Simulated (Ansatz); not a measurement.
The system is GaGe.

```
Ge Ga
1.0
     0.00000    2.89784    2.89784
     2.89784    0.00000    2.89784
     2.89784    2.89784    0.00000
Ge Ga
1 1
Direct
  0.00000 0.00000 0.00000
  0.25000 0.25000 0.25000
```

The cell comes from a database or a generator and needn't be the stable form of this composition.

- Program: Ansatz 0.2.0
- Task: relaxation of cell and atoms
- Functional: PBEsol
- Potentials or basis: Ansatz PAW
- Cutoff: 420 eV (not typed: the program's choice for these potentials)
- k mesh: 8 × 8 × 8
- Occupations: fermi-dirac, width 0.05 eV
- Spin: no spin polarisation

At the start: volume 24.33 Å³/atom.

Task: Where does the relaxation end?

Result: It ends after 5 steps and the volume is 23.21 Å³/atom (-4.6 %); space group F-43m (No. 216, to 0.05 Å).

Step by step:
| step | energy change (eV) | largest force (eV/Å) | volume (Å³) |
| --- | --- | --- | --- |
| 1 | 0.0000 | 0.0000 | 48.67 |
| 2 | -0.0169 | 0.0000 | 46.94 |
| 3 | -0.0180 | 0.0000 | 46.37 |
| 4 | -0.0180 | 0.0000 | 46.41 |
| 5 | -0.0176 | 0.0000 | 46.41 |

Final structure:
```
Ge Ga
1.0
     0.00000    2.85234    2.85234
     2.85234    0.00000    2.85234
     2.85234    2.85234    0.00000
Ge Ga
1 1
Direct
  0.00000 0.00000 0.00000
  0.25000 0.25000 0.25000
```

Caveat: the plane-wave basis is chosen anew once the cell has moved, so the energies of steps on either side of that aren't comparable; the PAW data sets come from PBE, with cores solved anew for the run's functional, which leaves a small shift of forces and pressure.
